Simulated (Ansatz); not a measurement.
# BaH4 in Ansatz: the effect of functional

The system is BaH4.

```
CELL_PARAMETERS angstrom
2.29082 1.32260 3.53625
-2.29082 1.32260 3.53625
0.00000 -2.64521 3.53625
ATOMIC_POSITIONS crystal
Ba 0.00000 0.00000 0.00000
H 0.74087 0.74087 0.74087
H 0.25913 0.25913 0.25913
H 0.46369 0.46369 0.46369
H 0.53631 0.53631 0.53631
```

The cell was built by a generator and needn't be a form met in nature.

Alike in all runs:

```yaml
Program: Ansatz 0.2.0
Task: band structure
Potentials_or_basis: Ansatz PAW
Cutoff: "420 eV (not typed: the program's choice for these potentials)"
k_mesh: 5 × 5 × 5
Occupations: fermi-dirac, width 0.05 eV
Spin: no spin polarisation
```

```tsv
functional	gap on the mesh (eV)	pressure (GPa)
LDA	?	?
PBE	2.74	0.0
PBEsol	2.55	-1.6
RPBE	2.90	1.5
revPBE	2.86	1.1
```

Task: What does the run with functional LDA give?

Result: gap on the mesh 2.44 eV; pressure -2.7 GPa.

Caveats: the k mesh misses the band edges, so the gap on the mesh is wider than the one along the path; spin-orbit coupling is left out, which moves the levels of the heavy elements; the PAW data sets come from PBE, with cores solved anew for the run's functional, which leaves a small shift of forces and pressure (some runs).
